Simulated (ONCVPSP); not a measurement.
**An ONCV potential for thulium, from input to tests**

Task: generate the file, and judge it by its errors in other configurations, its logarithmic derivatives, its ghosts and its cutoff.

The numbers are computed with ONCVPSP 4.0.1 (PBE, scalar-relativistic, spin-unpolarised reference atom).

**1. The atom and the settings**

Typed settings, in words:

| Item | Value |
| --- | --- |
| element | thulium (Tm, Z = 69) |
| type | optimised norm-conserving Vanderbilt (ONCV) |
| frozen core | [Kr] |
| valence charge | 33 |
| reference configuration | 4d10 4f13 5s2 5p6 6s1.5 (charge +0.5) |
| partial waves | 5s+6s: rc 1.75 bohr, ncon 4, nbas 8, qcut 7.4 1/bohr, 2 projectors; 5p: rc 1.55 bohr, ncon 4, nbas 7, qcut 5 1/bohr, 2 projectors, debl 2.7 Ha; 4d: rc 0.60 bohr, ncon 3, nbas 6, qcut 17.8 1/bohr, 2 projectors, debl 3.2 Ha; 4f: rc 0.70 bohr, ncon 4, nbas 8, qcut 23.9 1/bohr, 1 projector |
| local potential | polynomial inside 0.40 bohr (lpopt 5, dvloc0 0 Ha) |
| core correction | polynomial model core, fcfact 0.35 |

The nodes and maxima of the atom's own shells, from an earlier all-electron run, set the scale for the radii.

All-electron outer shells of the reference configuration (PBE, scalar-relativistic, ld1.x):

```tsv
shell	level (eV)	outermost node (bohr)	outermost maximum (bohr)
4d	-174.77	0.24	0.50
5s	-56.58	0.59	1.10
5p	-30.10	0.63	1.26
6s	-6.43	1.49	3.21
4f	-6.26	–	0.50
5d	-3.51	0.72	2.02
6p	-3.21	1.83	4.33
```

**2. Generating the potential**

Tm.dat reads:

```
# ATOM AND REFERENCE CONFIGURATION
# atsym  z   nc   nv     iexc    psfile
  Tm 69.00    8    5        4      upf
#
#   n    l    f
    1    0    2.00
    2    0    2.00
    2    1    6.00
    3    0    2.00
    3    1    6.00
    3    2   10.00
    4    0    2.00
    4    1    6.00
    4    2   10.00
    4    3   13.00
    5    0    2.00
    5    1    6.00
    6    0    1.50
#
# PSEUDOPOTENTIAL AND OPTIMIZATION
# lmax
    3
#
#   l,   rc,      ep,       ncon, nbas, qcut
    0    1.75    0.00    4    8    7.40
    1    1.55    0.00    4    7    5.00
    2    0.60    0.00    3    6   17.80
    3    0.70    0.00    4    8   23.90
#
# LOCAL POTENTIAL
# lloc, lpopt,  rc(5),   dvloc0
    4    5    0.40    0.00
#
# VANDERBILT-KLEINMAN-BYLANDER PROJECTORs
# l, nproj, debl
    0    2    1.00
    1    2    2.70
    2    2    3.20
    3    1    1.70
#
# MODEL CORE CHARGE
# icmod, fcfact, rcfact
    1    0.35    0.00
#
# LOG DERIVATIVE ANALYSIS
# epsh1, epsh2, depsh
   -8.00    5.00    0.04
#
# OUTPUT GRID
# rlmax, drl
    6.00    0.01
#
# TEST CONFIGURATIONS
# ncnf
    4
# nvcnf
#   n    l    f
    5
    4    2   10.00
    4    3   13.00
    5    0    2.00
    5    1    6.00
    6    0    2.00
#
    5
    4    2   10.00
    4    3   13.00
    5    0    2.00
    5    1    6.00
    6    0    1.00
#
    5
    4    2   10.00
    4    3   13.00
    5    0    2.00
    5    1    6.00
    6    0    0.00
#
    6
    4    2   10.00
    4    3   13.00
    5    0    2.00
    5    1    6.00
    6    0    1.50
    5    2    0.50
#
```

On the command line:

```console
$ oncvpsp.x < Tm.dat > Tm.out
```

What does the calculation give? Wanted: cutoffs for 1 and 0.1 mHa per electron, occupied waves; bound ghosts; GHOST(+) flags; largest miss of a reference level; largest phase difference near zero energy, channels read; rms error of d²Exc/dn², without and with the model core; projector energies reset by the program.

The runs gave:

| quantity | value |
| --- | --- |
| cutoffs for 1 and 0.1 mHa per electron, occupied waves | 243 Ha and 276 Ha |
| bound ghosts | s at -2225.40 eV, s at -266.23 eV, p at -1014.57 eV |
| GHOST(+) flags | p at 217 eV, f at -5 eV |
| largest miss of a reference level | 11 meV (4f) |
| largest phase difference near zero energy, channels read | 0.000 rad |
| rms error of d²Exc/dn², without and with the model core | 3.84 and 0.80 mHa |
| projector energies reset by the program | d: -6.423, 0.250 Ha |

In words: It has a bound ghost (s, p), a state that the atom doesn't have, and that rules the file out. Close by lies the frozen 3s level (-2251.3 eV). By its cutoff, 243 Ha for the looser tolerance, it is very hard. At the looser tolerance the 4f wave is the slowest; 4d needs 136 Ha. Near zero energy the phases of the channels with partial waves agree within 0.001 rad. The program also flags highly localised states, GHOST(+) (p, f). All of this concerns the isolated atom, not yet a solid.
